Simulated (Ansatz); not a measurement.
# C₂H₆AlBO: one species, many methods

An exercise on one series of results from a longer session: the logs are not shown, and one member is left open.

Program: Ansatz 0.2.0, Gaussian basis. Level of theory: functionals in def2-TZVPP, the program's frozen cores in correlated methods. These are calculated values, not measurements.

The runs, in order: PBE-D4, r2SCAN-D4, PBE0-D4, B3LYP-D4, ωB97X-V, ωB97M-V, B2PLYP; CCSD(T)/def2-TZVPP; MP2/def2-QZVPP; extrapolation to the limit.

### Structure used throughout

An earlier PBE0-D4 in a triple-zeta def2 set relaxation fixed the geometry.

11 atoms, charge 0, spin multiplicity 1.

Atoms are counted from 1 here; the program's logs count them from 0.

Bond lengths: O1–C2 1.570 Å, O1–B4 1.560 Å, O1–H6 0.972 Å, C2–Al3 1.885 Å, C2–B4 1.593 Å, C2–C5 1.499 Å, Al3–H7 1.578 Å, Al3–H8 1.595 Å, B4–C5 1.555 Å, B4–H9 1.187 Å, C5–H10 1.088 Å, C5–H11 1.087 Å. Angles: C2–O1–B4 61.2°, C2–O1–H6 107.8°, B4–O1–H6 111.9°, O1–C2–Al3 110.3°, O1–C2–B4 59.1°, O1–C2–C5 92.5°, Al3–C2–B4 102.1°, Al3–C2–C5 138.8°, B4–C2–C5 60.3°, C2–Al3–H7 123.8°, C2–Al3–H8 109.5°, H7–Al3–H8 126.8°, O1–B4–C2 59.7°, O1–B4–C5 90.8°, O1–B4–H9 123.0°, C2–B4–C5 56.9°, C2–B4–H9 141.3°, C5–B4–H9 146.0° and more.

Set-up of the first run:

The input, in.yaml:

```yaml
crystal:
  periodic: [false, false, false]
  atoms:
    - {symbol: O, position_ang: [-1.176028, 0.046745, -0.914673]}
    - {symbol: C, position_ang: [0.237940, -0.446094, -0.441877]}
    - {symbol: Al, position_ang: [0.111462, -1.277723, 1.245432]}
    - {symbol: B, position_ang: [-0.261478, 1.032134, -0.123042]}
    - {symbol: C, position_ang: [0.929558, 0.724107, -1.073882]}
    - {symbol: H, position_ang: [-1.842622, -0.368684, -0.341245]}
    - {symbol: H, position_ang: [1.357563, -1.615956, 2.153155]}
    - {symbol: H, position_ang: [-1.421256, -1.561429, 1.584234]}
    - {symbol: H, position_ang: [-0.656734, 1.702853, 0.772858]}
    - {symbol: H, position_ang: [0.857360, 0.811660, -2.156205]}
    - {symbol: H, position_ang: [1.929634, 0.895388, -0.684255]}
basis:
  gaussian: {orbitals: def2-TZVPP}
hamiltonian: {xc: pbe, dispersion: d4}
output: {forces: true, orbitals: {seedname: orbitals}}
```

On the command line:

```sh
> ansatz run in.yaml --threads 4 --pin off --events-out ev --progress --plain --max-ram 10444MiB
```

Among the steps run: PBE-D4 (GGA); r2SCAN-D4 (meta-GGA); PBE0-D4 (hybrid); B3LYP-D4 (hybrid); ωB97X-V (range-separated); ωB97M-V (range-separated); B2PLYP (double hybrid); CCSD(T) in def2-TZVPP; MP2 in def2-QZVPP.

One table of the session follows, with a row left open; its other results are not shown here.

It belongs to the step «Atomisation energies». 

| method | atomisation energy (eV) |
| --- | --- |
| PBE-D4 | 41.408 |
| r2SCAN-D4 | 40.782 |
| PBE0-D4 | ? |
| B3LYP-D4 | 40.246 |
| ωB97X-V | 40.497 |
| ωB97M-V | 40.597 |
| B2PLYP | 39.876 |
| HF/def2-TZVPP | 28.879 |
| MP2/def2-TZVPP | 40.147 |
| CCSD/def2-TZVPP | 38.552 |
| CCSD(T)/def2-TZVPP | 39.272 |
| MP2/CBS | 41.167 |
| CCSD(T)/CBS | 40.292 |

Q: Estimate the row for PBE0-D4 from the others.

As computed: atomisation energy (eV): 40.604. In the column «atomisation energy (eV)» it lies between ωB97M-V (40.597) and r2SCAN-D4 (40.782).

To keep in mind: Free atoms (1 O, 2 C, 1 Al, 1 B, 6 H) were run apart at each level; the atomisation energy is their sum less the molecule, without zero-point or spin-orbit terms.
